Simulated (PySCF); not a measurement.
# CH4MoO2S (SMILES [CH3][Mo](=[O])([OH])=[S]): levels of theory compared

Aim: a comparison of 3 runs (HF/def2-SVP, BLYP/3-21G, CCSD(T)/def2-SVP) of CH4MoO2S. Input form: a Python script.

The calculation is run with PySCF 2.14.0.

## Step 1: The system as given

CH4MoO2S has 9 atoms, charge 0, and is taken as a singlet. SMILES: `[CH3][Mo](=[O])([OH])=[S]`. The coordinates come from a PBE0-D4/def2-TZVP relaxation. This is one conformer, not always the lowest.

Bond lengths: C1–Mo2 2.094 Å, Mo2–O3 1.669 Å, Mo2–O4 1.860 Å, Mo2–S5 2.108 Å, C1–H6 1.095 Å, C1–H7 1.091 Å, C1–H8 1.092 Å, O4–H9 0.961 Å. Some angles: C1–Mo2–O3 104.6°, C1–Mo2–O4 108.6°, C1–Mo2–S5 105.0°, O3–Mo2–O4 112.9°, O3–Mo2–S5 110.9°, O4–Mo2–S5 114.1°, Mo2–C1–H6 107.2°, Mo2–C1–H7 110.7°, Mo2–C1–H8 109.7°, Mo2–O4–H9 124.4°.

## Step 2: Energy and forces at HF/def2-SVP (core potential) (run 1)

Input file run.py:

```python
import pyscf.grad
from pyscf import gto, scf

system = gto.M(
    atom=[
    ('C', (-0.277400, -0.693800, -1.125900)),
    ('Mo', (0.553600, 0.300400, 0.518900)),
    ('O', (1.952200, -0.544200, 0.858300)),
    ('O', (-0.673800, 0.260900, 1.916500)),
    ('S', (0.996200, 2.238400, -0.183300)),
    ('H', (-0.519100, -1.711000, -0.801200)),
    ('H', (0.436000, -0.736800, -1.950300)),
    ('H', (-1.181600, -0.175400, -1.452000)),
    ('H', (-1.197600, 1.015100, 2.201600)),
],
    ecp={'Mo': 'def2-svp'},
    verbose=3,
    basis='def2-svp',
    max_memory=1860,
)

calc0 = scf.RHF(system)
calc0.conv_tol = 1e-10
calc0.kernel()
if not calc0.converged:
    calc0 = calc0.newton().run(calc0.mo_coeff, calc0.mo_occ)

energy = calc0.e_tot
print('E(%s) = %.9f' % ('HF', energy))
grad = calc0.Gradients().kernel()
calc0.analyze()
```

On the command line:

```console
OMP_NUM_THREADS=1 python run.py
```

Log:

```text
converged SCF energy = -654.720495560696
[... 10 lines left out ...]
MO #1   energy= -91.9214368811557  occ= 2
[... 9 lines left out ...]
MO #11  energy= -2.04759795116807  occ= 2
[... 9 lines left out ...]
MO #21  energy= -0.582858801599818 occ= 2
[... 9 lines left out ...]
MO #31  energy= 0.0741281089316208 occ= 0
[... 9 lines left out ...]
MO #41  energy= 0.286316879522309  occ= 0
[... 9 lines left out ...]
MO #51  energy= 0.704519424534954  occ= 0
[... 9 lines left out ...]
MO #61  energy= 0.951076454873498  occ= 0
[... 9 lines left out ...]
MO #71  energy= 1.36448801215124   occ= 0
[... 9 lines left out ...]
MO #81  energy= 1.69127342460102   occ= 0
[... 9 lines left out ...]
MO #91  energy= 2.13487401381136   occ= 0
[... 9 lines left out ...]
MO #101 energy= 3.04392251978106   occ= 0
[... 9 lines left out ...]
MO #111 energy= 39.6443354188534   occ= 0
[... 10 lines left out ...]
Dipole moment(X, Y, Z, Debye): -3.50545,  0.11514, -0.47533
```

Wall time 18 s (1 thread of Intel Xeon at 2.70GHz, shared host); peak memory 0.27 GiB.

## Step 3: Energy and gradient at BLYP/3-21G (run 2)

Input file job.py:

```python
from pyscf import gto, dft

mol = gto.M(
    atom='''
C       -0.277400      -0.693800      -1.125900
Mo       0.553600       0.300400       0.518900
O        1.952200      -0.544200       0.858300
O       -0.673800       0.260900       1.916500
S        0.996200       2.238400      -0.183300
H       -0.519100      -1.711000      -0.801200
H        0.436000      -0.736800      -1.950300
H       -1.181600      -0.175400      -1.452000
H       -1.197600       1.015100       2.201600
''',
    charge=0,
    basis='3-21g',
    max_memory=1860,
    verbose=4,
)

mf = dft.RKS(mol, xc='blyp')
mf.conv_tol = 1e-10
mf.grids.level = 5
mf.kernel()
if not mf.converged:
    mf = mf.newton().run(mf.mo_coeff, mf.mo_occ)

energy = mf.e_tot
print('E(%s) = %.9f' % ('BLYP', energy))
grad = mf.nuc_grad_method().kernel()
dip = mf.dip_moment()
pop, q = mf.mulliken_pop()
```

On the command line:

```console
OMP_NUM_THREADS=1 python job.py
```

Log:

```text
PySCF version 2.14.0

[... 99 lines left out ...]
converged SCF energy = -4545.11305792484
[... 13 lines left out ...]
Dipole moment(X, Y, Z, Debye): -3.02547, -0.28076,  0.41164
[... 55 lines left out ...]
pop of  3 O 1s            1.98401
pop of  3 O 2s            0.43107
pop of  3 O 3s            1.47745
pop of  3 O 2px           0.69135
pop of  3 O 2py           0.69265
pop of  3 O 2pz           0.75604
pop of  3 O 3px           0.80026
pop of  3 O 3py           0.80165
pop of  3 O 3pz           0.88504
pop of  4 S 1s            1.99853
pop of  4 S 2s            1.95767
pop of  4 S 3s            1.08249
pop of  4 S 4s            0.92976
pop of  4 S 2px           1.95925
pop of  4 S 2py           1.95603
pop of  4 S 2pz           1.95457
pop of  4 S 3px           0.87423
pop of  4 S 3py           0.82653
pop of  4 S 3pz           0.73901
pop of  4 S 4px           0.76047
pop of  4 S 4py           0.51645
pop of  4 S 4pz           0.60034
pop of  5 H 1s            0.46545
pop of  5 H 2s            0.30167
pop of  6 H 1s            0.46500
pop of  6 H 2s            0.29136
pop of  7 H 1s            0.46675
pop of  7 H 2s            0.29987
pop of  8 H 1s            0.43471
pop of  8 H 2s            0.17019
 ** Mulliken atomic charges  **
charge of    0C =     -0.81658
charge of    1Mo =      0.67699
charge of    2O =     -0.29055
charge of    3O =     -0.51953
charge of    4S =     -0.15533
charge of    5H =      0.23288
charge of    6H =      0.24364
charge of    7H =      0.23337
charge of    8H =      0.39511
```

Wall time 56 s (1 thread of Intel Xeon at 2.70GHz, shared host); peak memory 0.82 GiB.

## Step 4: A single-point energy at CCSD(T)/def2-SVP (core potential) (run 3)

Input file geometry.xyz:

```xyz
9

C     -0.277400    -0.693800    -1.125900
Mo     0.553600     0.300400     0.518900
O      1.952200    -0.544200     0.858300
O     -0.673800     0.260900     1.916500
S      0.996200     2.238400    -0.183300
H     -0.519100    -1.711000    -0.801200
H      0.436000    -0.736800    -1.950300
H     -1.181600    -0.175400    -1.452000
H     -1.197600     1.015100     2.201600
```

Input file run.py:

```python
from pyscf import gto, scf, cc

mol = gto.M(
    atom='geometry.xyz',
    verbose=3,
    basis='def2-svp',
    charge=0,
    max_memory=1860,
    ecp={'Mo': 'def2-svp'},
)

mf = scf.RHF(mol)
mf.conv_tol = 1e-10
mf.kernel()
if not mf.converged:
    mf = mf.newton().run(mf.mo_coeff, mf.mo_occ)

mycc = cc.CCSD(mf, frozen=8)
mycc.kernel()
e_t = mycc.ccsd_t()
energy = mycc.e_tot + e_t
print('Final energy', energy)
dip = mf.dip_moment()
pop, q = mf.mulliken_pop()
```

On the command line:

```console
OMP_NUM_THREADS=1 python run.py
```

Log:

```text
converged SCF energy = -654.720495560696
[... 2 lines left out ...]
Final energy -655.8500077179705
Dipole moment(X, Y, Z, Debye): -3.50545,  0.11514, -0.47533
[... 82 lines left out ...]
pop of  4 S 3py           0.58775
pop of  4 S 3pz           0.50792
pop of  4 S 4px           1.03968
pop of  4 S 4py           0.75818
pop of  4 S 4pz           0.82012
pop of  4 S 3dxy          0.00896
pop of  4 S 3dyz          0.01530
pop of  4 S 3dz^2         0.00712
pop of  4 S 3dxz          0.00218
pop of  4 S 3dx2-y2       0.01242
pop of  5 H 1s            0.73499
pop of  5 H 2s            0.14030
pop of  5 H 2px           0.00467
pop of  5 H 2py           0.01671
pop of  5 H 2pz           0.00557
pop of  6 H 1s            0.72922
pop of  6 H 2s            0.13123
pop of  6 H 2px           0.01049
pop of  6 H 2py           0.00414
pop of  6 H 2pz           0.01280
pop of  7 H 1s            0.73528
pop of  7 H 2s            0.14031
pop of  7 H 2px           0.01378
pop of  7 H 2py           0.00743
pop of  7 H 2pz           0.00594
pop of  8 H 1s            0.64289
pop of  8 H 2s            0.02272
pop of  8 H 2px           0.02174
pop of  8 H 2py           0.03131
pop of  8 H 2pz           0.01685
 ** Mulliken atomic charges  **
charge of    0C =     -0.30573
charge of    1Mo =      1.06172
charge of    2O =     -0.51359
charge of    3O =     -0.62005
charge of    4S =     -0.19399
charge of    5H =      0.09776
charge of    6H =      0.11213
charge of    7H =      0.09726
charge of    8H =      0.26449
```

It took 2.7 min on 1 thread of Intel Xeon at 2.70GHz, shared host; peak memory 1.1 GiB.

## Step 5: The series

| run | level | core potential | integration grid | energy (Eh) | dipole moment (D) of the reference | HOMO energy (eV) | LUMO energy (eV) | wall time |
| --- | --- | --- | --- | --- | --- | --- | --- | --- |
| 1 | HF/def2-SVP (core potential) | def2-svp | – | -654.720496 | 3.54 | -10.54 | 0.47 | 18 s |
| 2 | BLYP/3-21G | – | 5 | -4545.113058 | 3.07 | -6.21 | -3.53 | 56 s |
| 3 | CCSD(T)/def2-SVP (core potential) | def2-svp | – | -655.850008 | 3.54 | -10.54 | 0.47 | 2.7 min |

## Step 6: Results

```
                                          quantity          value
                               run 3: total energy  -655.85001 Eh
       run 3: dipole moment (Hartree–Fock density)         3.54 D
        run 3: HOMO energy (Hartree–Fock orbitals)      -10.54 eV
        run 3: LUMO energy (Hartree–Fock orbitals)        0.47 eV
      run 3: HOMO–LUMO gap (Hartree–Fock orbitals)       11.02 eV
run 3: correlation energy (8 core orbitals frozen)    -1129.5 mEh
                             run 3: (T) correction     -60.25 mEh
                              run 3: T1 diagnostic          0.024
```

What this shows: Some runs of one species differ in core potentials or relativity; totals across that change don't compare. In run 2 relativity is left out where basis or elements ask for it. All runs together took 3.9 min, the longest 2.7 min.
